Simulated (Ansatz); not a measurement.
# FH4OSSi (charge +1): inversion of the pyramid at S4, part 1 of 2

Wanted: the energy profile along the inversion of the pyramid at S4, from relaxed end points and a band of images. SMILES of the start: O[SiH](F)[SH2+].

Method: RKS LDA/6-31G*, in Ansatz 0.2.0.

## (1) The starting structure

Bond lengths: O1–Si2 1.580 Å, Si2–F3 1.584 Å, Si2–S4 2.346 Å, O1–H5 0.960 Å, Si2–H6 1.432 Å, S4–H7 1.339 Å, S4–H8 1.340 Å. Angles: O1–Si2–F3 111.9°, O1–Si2–S4 96.1°, O1–Si2–H6 125.6°, F3–Si2–S4 98.0°, F3–Si2–H6 113.4°, S4–Si2–H6 105.5°, Si2–O1–H5 133.7°, Si2–S4–H7 97.3°, Si2–S4–H8 97.4°, H7–S4–H8 93.3°.

As a file:

```xyz
8

O     0.0418    1.1304   -0.9321
Si    0.4533    0.5474    0.4778
F    -0.6971    0.7272    1.5511
S     0.0555   -1.7025   -0.0560
H    -0.0296    2.0190   -1.2875
H     1.7685    0.5799    1.0421
H    -0.4293   -1.5031   -1.2878
H    -1.1631   -1.7983    0.4924
```

## (2) Relaxing end A

Input file input.yaml:

```yaml
crystal:
  periodic: [false, false, false]
  atoms:
    - { symbol: O, position_ang: [0.04175, 1.13037, -0.93211] }
    - { symbol: Si, position_ang: [0.4533, 0.54739, 0.47776] }
    - { symbol: F, position_ang: [-0.69708, 0.72717, 1.5511] }
    - { symbol: S, position_ang: [0.05553, -1.70249, -0.056] }
    - { symbol: H, position_ang: [-0.02956, 2.01903, -1.28752] }
    - { symbol: H, position_ang: [1.76845, 0.57995, 1.04215] }
    - { symbol: H, position_ang: [-0.4293, -1.50311, -1.28782] }
    - { symbol: H, position_ang: [-1.16309, -1.79831, 0.49245] }
total_charge: 1
basis:
  gaussian: { orbitals: "6-31G*" }
hamiltonian:
  xc: lda
relax:
  f_tol: 0.015
  max_steps: 40
```

The run is started by

```console
> ansatz run input.yaml --threads 1 --pin off --max-ram 2048MiB --backend cpu --events-out ev --progress --plain --runs-dir out
```

Output, shortened:

```text
Warning: RAYON_NUM_THREADS=1 ignored (pool sized by the plan → 1); use --threads N
[...]
Functional definition: SPW92
[...]
863 factors; their error is unknown
[...]
mean field -23434.44396671 eV, -861.1999313398 hartree, gradient 5.1e-5 eV, S^2 0.000000; 0 other end points of the search recorded, 0 dependent functions left out
[...]
reference -23434.44399870 eV, -861.1999325156 hartree; 25, 25 occupied and 51, 51 virtual orbitals, 863 factors
relax step   1: F+E_penalty+E_count = -23434.44396671 eV  Δ(F+E_penalty+E_count) = +0.000e0 eV  max|allowed force component| = 1.665e0 eV/Å  Δτ_max = 0.0000 Å  (26 SCF iters, accepted)
[...]
relax step   5: F+E_penalty+E_count = -23434.56805017 eV  Δ(F+E_penalty+E_count) = -7.359e-3 eV  max|allowed force component| = 4.104e-1 eV/Å  Δτ_max = 0.1016 Å  (27 SCF iters, accepted)
[...]
relax step   9: F+E_penalty+E_count = -23434.57155943 eV  Δ(F+E_penalty+E_count) = +1.529e-2 eV  max|allowed force component| = 8.751e-1 eV/Å  Δτ_max = 0.1950 Å  (25 SCF iters, rejected (line search))
[...]
relax step  13: F+E_penalty+E_count = -23434.59401721 eV  Δ(F+E_penalty+E_count) = -2.200e-3 eV  max|allowed force component| = 1.579e-1 eV/Å  Δτ_max = 0.0362 Å  (27 SCF iters, accepted)
[...]
relax step  17: F+E_penalty+E_count = -23434.59844407 eV  Δ(F+E_penalty+E_count) = -1.142e-4 eV  max|allowed force component| = 2.217e-2 eV/Å  Δτ_max = 0.0129 Å  (29 SCF iters, accepted)
[...]
relax step  18: F+E_penalty+E_count = -23434.59847229 eV  Δ(F+E_penalty+E_count) = -2.822e-5 eV  max|allowed force component| = 1.555e-2 eV/Å  Δτ_max = 0.0066 Å  (22 SCF iters, accepted)
[...]
relax step  19: F+E_penalty+E_count = -23434.59851769 eV  Δ(F+E_penalty+E_count) = -4.540e-5 eV  max|allowed force component| = 7.223e-3 eV/Å  Δτ_max = 0.0083 Å  (29 SCF iters, accepted)
863 factors; their error is unknown
[...]
mean field -23434.59851769 eV, -861.2056109837 hartree, gradient 8.6e-6 eV, S^2 0.000000; 1 other end points of the search recorded, 0 dependent functions left out
[...]
reference -23434.59854956 eV, -861.2056121550 hartree; 25, 25 occupied and 51, 51 virtual orbitals, 863 factors
Total energy: -23434.59854956 eV, -861.2056121550 hartree
Atom 0 at     0.149308     1.155327    -1.038504 Å, force    -0.000465     0.007223     0.005905 eV/Å
Atom 1 at     0.317957     0.535701     0.435063 Å, force     0.003709    -0.000070    -0.001063 eV/Å
Atom 2 at    -0.902635     0.728612     1.418494 Å, force    -0.005243    -0.000296    -0.000142 eV/Å
Atom 3 at     0.088608    -1.612288    -0.289754 Å, force    -0.000788    -0.002714     0.001615 eV/Å
Atom 4 at     0.371731     2.074957    -1.297348 Å, force     0.000172    -0.005784    -0.002529 eV/Å
Atom 5 at     1.619872     0.594845     1.139338 Å, force     0.002289     0.000566    -0.001453 eV/Å
Atom 6 at    -0.983765    -1.345486    -1.098223 Å, force    -0.001199     0.000504    -0.001985 eV/Å
Atom 7 at    -0.661075    -2.131667     0.730944 Å, force     0.001526     0.000572    -0.000349 eV/Å
Dipole moment:     0.104800    -0.241066    -0.188035 e Å
```

Wall time 39 s (1 thread of Arm Neoverse V1, shared host); peak memory 0.14 GiB.

Step by step:

```tsv
step	energy from step 1 (eV)	largest force component (eV/Å)
1	0.0000	1.6655
2	-0.0110	0.8198
3	-0.0953	0.5755
4	-0.1167	0.4006
5	-0.1241	0.4104
6	-0.1345	0.1659
7	-0.1365	0.1274
8	-0.1429	0.1363
9x	-0.1276	0.8751
10x	-0.1194	0.3622
11	-0.1455	0.0402
12	-0.1479	0.2545
13	-0.1501	0.1579
14	-0.1523	0.0968
15	-0.1541	0.0118
16	-0.1544	0.0673
17	-0.1545	0.0222
18	-0.1545	0.0156
19	-0.1546	0.0072
```

Step 1 is the start. 2 steps were tried and not accepted (marked x).

After: Bond lengths: O1–Si2 1.607 Å, Si2–F3 1.579 Å, Si2–S4 2.279 Å, O1–H5 0.981 Å, Si2–H6 1.481 Å, S4–H7 1.369 Å, S4–H8 1.369 Å. Angles: O1–Si2–F3 116.3°, O1–Si2–S4 93.5°, O1–Si2–H6 120.8°, F3–Si2–S4 103.6°, F3–Si2–H6 112.2°, S4–Si2–H6 106.1°, Si2–O1–H5 125.4°, Si2–S4–H7 94.8°, Si2–S4–H8 100.1°, H7–S4–H8 94.9°.

## (3) Relaxing end B

The second end starts from a geometry with the move made by hand.

Changes to input.yaml since step 2:

```diff
@@ -9,4 +9,4 @@
     - { symbol: H, position_ang: [1.76845, 0.57995, 1.04215] }
-    - { symbol: H, position_ang: [-0.4293, -1.50311, -1.28782] }
-    - { symbol: H, position_ang: [-1.16309, -1.79831, 0.49245] }
+    - { symbol: H, position_ang: [1.21468, -1.93718, -0.68329] }
+    - { symbol: H, position_ang: [0.48287, -2.2329, 1.09771] }
 total_charge: 1
@@ -19 +19,3 @@
   max_steps: 40
+output:
+  orbitals: {}
```

The run is started by

```console
> ansatz run input.yaml --threads 1 --pin off --max-ram 2048MiB --backend cpu --events-out ev --progress --plain --runs-dir out
```

Output, shortened:

```text
Warning: RAYON_NUM_THREADS=1 ignored (pool sized by the plan → 1); use --threads N
[...]
[... 1 set-up line as earlier in the session ...]
[...]
863 factors; their error is unknown
[...]
mean field -23434.43003645 eV, -861.1994194124 hartree, gradient 4.1e-5 eV, S^2 0.000000; 0 other end points of the search recorded, 0 dependent functions left out
[...]
reference -23434.43006848 eV, -861.1994205894 hartree; 25, 25 occupied and 51, 51 virtual orbitals, 863 factors
relax step   1: F+E_penalty+E_count = -23434.43003645 eV  Δ(F+E_penalty+E_count) = +0.000e0 eV  max|allowed force component| = 1.778e0 eV/Å  Δτ_max = 0.0000 Å  (26 SCF iters, accepted)
[...]
relax step   4: F+E_penalty+E_count = -23434.54313808 eV  Δ(F+E_penalty+E_count) = -1.015e-2 eV  max|allowed force component| = 3.001e-1 eV/Å  Δτ_max = 0.0364 Å  (27 SCF iters, accepted)
[...]
reference -23434.55899551 eV, -861.2041585703 hartree; 25, 25 occupied and 51, 51 virtual orbitals, 863 factors
Total energy: -23434.55899551 eV, -861.2041585703 hartree
Atom 0 at     0.095572     1.026064    -0.977841 Å, force     0.009070    -0.007451     0.006738 eV/Å
Atom 1 at     0.384264     0.527026     0.517741 Å, force    -0.007717    -0.004357     0.013375 eV/Å
Atom 2 at    -0.741293     0.753204     1.599546 Å, force     0.010956    -0.000823    -0.005521 eV/Å
Atom 3 at     0.022836    -1.665828     0.010371 Å, force     0.007190    -0.008523    -0.000244 eV/Å
Atom 4 at     0.085229     1.951464    -1.299682 Å, force    -0.004109     0.013119    -0.010985 eV/Å
Atom 5 at     1.742837     0.669911     1.095397 Å, force    -0.006635     0.000469    -0.003433 eV/Å
Atom 6 at     1.089945    -1.859068    -0.823549 Å, force    -0.006202     0.003745     0.004474 eV/Å
Atom 7 at     0.610550    -2.271432     1.087817 Å, force    -0.002553     0.003822    -0.004405 eV/Å
Dipole moment:     0.672015    -0.327735    -0.207420 e Å
```

It took 25 s on 1 thread of Arm Neoverse V1, shared host; peak memory 0.14 GiB.

Relaxation path:

```tsv
step	energy from step 1 (eV)	largest force component (eV/Å)
1	0.0000	1.7785
2	-0.0515	0.3890
3	-0.1030	0.4257
4	-0.1131	0.3001
5	-0.1172	0.5304
6	-0.1273	0.1413
7	-0.1284	0.0170
8	-0.1286	0.0332
9	-0.1287	0.0424
10	-0.1288	0.0389
11	-0.1288	0.0165
12	-0.1289	0.0134
```

Step 1 is the start.

After: Bond lengths: O1–Si2 1.603 Å, Si2–F3 1.577 Å, Si2–S4 2.280 Å, O1–H5 0.980 Å, Si2–H6 1.483 Å, S4–H7 1.368 Å, S4–H8 1.369 Å. Angles: O1–Si2–F3 117.8°, O1–Si2–S4 93.6°, O1–Si2–H6 119.9°, F3–Si2–S4 100.2°, F3–Si2–H6 111.9°, S4–Si2–H6 108.9°, Si2–O1–H5 127.0°, Si2–S4–H7 98.5°, Si2–S4–H8 100.5°, H7–S4–H8 94.7°.

## (4) Nudged elastic band

crystal.atoms is end A as relaxed above, and neb.final_atoms is end B, turned to lie on A. With 5 inner images the band has 7 in all.

Input file input.yaml:

```yaml
crystal:
  periodic: [false, false, false]
  atoms:
    - { symbol: O, position_ang: [0.149308, 1.155327, -1.038504] }
    - { symbol: Si, position_ang: [0.317957, 0.535701, 0.435063] }
    - { symbol: F, position_ang: [-0.902635, 0.728612, 1.418494] }
    - { symbol: S, position_ang: [0.088608, -1.612288, -0.289754] }
    - { symbol: H, position_ang: [0.371731, 2.074957, -1.297348] }
    - { symbol: H, position_ang: [1.619872, 0.594845, 1.139338] }
    - { symbol: H, position_ang: [-0.983765, -1.345486, -1.098223] }
    - { symbol: H, position_ang: [-0.661075, -2.131667, 0.730944] }
total_charge: 1
basis:
  gaussian: { orbitals: "6-31G*" }
hamiltonian:
  xc: lda
neb:
  order_check: false
  images: 5
  f_tol: 0.03
  max_iterations: 60
  initial_path: idpp
  final_atoms:
    - { symbol: O, position_ang: [0.03822079, 1.28110561, -1.00953737] }
    - { symbol: Si, position_ang: [0.19805048, 0.57012412, 0.41808559] }
    - { symbol: F, position_ang: [-0.75004332, 1.04346259, 1.58659145] }
    - { symbol: S, position_ang: [-0.88698776, -1.32313765, -0.24139532] }
    - { symbol: H, position_ang: [0.32358608, 2.18615074, -1.25349171] }
    - { symbol: H, position_ang: [1.54680106, 0.20384783, 0.91461024] }
    - { symbol: H, position_ang: [0.02567515, -1.77089602, -1.15684316] }
    - { symbol: H, position_ang: [-0.49530146, -2.19065621, 0.74199027] }
```

The run is started by

```console
> ansatz run input.yaml --threads 1 --pin off --max-ram 2048MiB --backend cpu --events-out ev --progress --plain --runs-dir out
```

Output, shortened:

```text
Warning: RAYON_NUM_THREADS=1 ignored (pool sized by the plan → 1); use --threads N
[...]
[... 1 set-up line as earlier in the session ...]
[...]
863 factors; their error is unknown
[...]
mean field -23434.59852244 eV, -861.2056111581 hartree, gradient 6.3e-5 eV, S^2 0.000000; 0 other end points of the search recorded, 0 dependent functions left out
[...]
reference -23434.59855438 eV, -861.2056123321 hartree; 25, 25 occupied and 51, 51 virtual orbitals, 863 factors
863 factors; their error is unknown
[...]
mean field -23434.55895942 eV, -861.2041572442 hartree, gradient 3.6e-5 eV, S^2 0.000000; 0 other end points of the search recorded, 0 dependent functions left out
[...]
reference -23434.55899129 eV, -861.2041584153 hartree; 25, 25 occupied and 51, 51 virtual orbitals, 863 factors
NEB end point (image 0): max|allowed force component| = 7.132e-3 eV/Å (the criterion of neb.relax_end_points is 1.000e-2)
[...]
NEB iter  13: max|band force component| = 1.653e-2 eV/Å  barrier→ = 0.6797 eV  barrier← = 0.6402 eV  CI = image 3  Δτ_max = 0.0000 Å  (266 SCF iters)
Total energy: -23433.91881563 eV, -861.1806323938 hartree
Atom 0 at    -0.067416     1.370437    -0.895219 Å, force    -0.007052     0.000991    -0.004735 eV/Å
Atom 1 at     0.327737     0.668823     0.487176 Å, force     0.011033    -0.003832    -0.001515 eV/Å
Atom 2 at    -0.620495     0.896072     1.720745 Å, force    -0.003296     0.001075     0.000168 eV/Å
Atom 3 at    -0.416139    -1.374876    -0.130957 Å, force    -0.002641    -0.001375     0.002200 eV/Å
Atom 4 at     0.430457     2.090969    -1.336443 Å, force     0.001390    -0.000248     0.003247 eV/Å
Atom 5 at     1.745543     0.519872     0.882964 Å, force    -0.000824     0.000749     0.001400 eV/Å
Atom 6 at    -0.589741    -1.785492    -1.411228 Å, force     0.000792     0.001737    -0.000888 eV/Å
Atom 7 at    -0.809945    -2.385805     0.682972 Å, force     0.000599     0.000903     0.000123 eV/Å
Dipole moment:     0.357807    -0.450114    -0.464204 e Å
this run last wrote the band of iteration 13 to <dir>
```

Run time: 1.7 min. Hardware: 1 thread of Arm Neoverse V1, shared host; peak memory 0.14 GiB.

(Continued in part 2 of 2.)
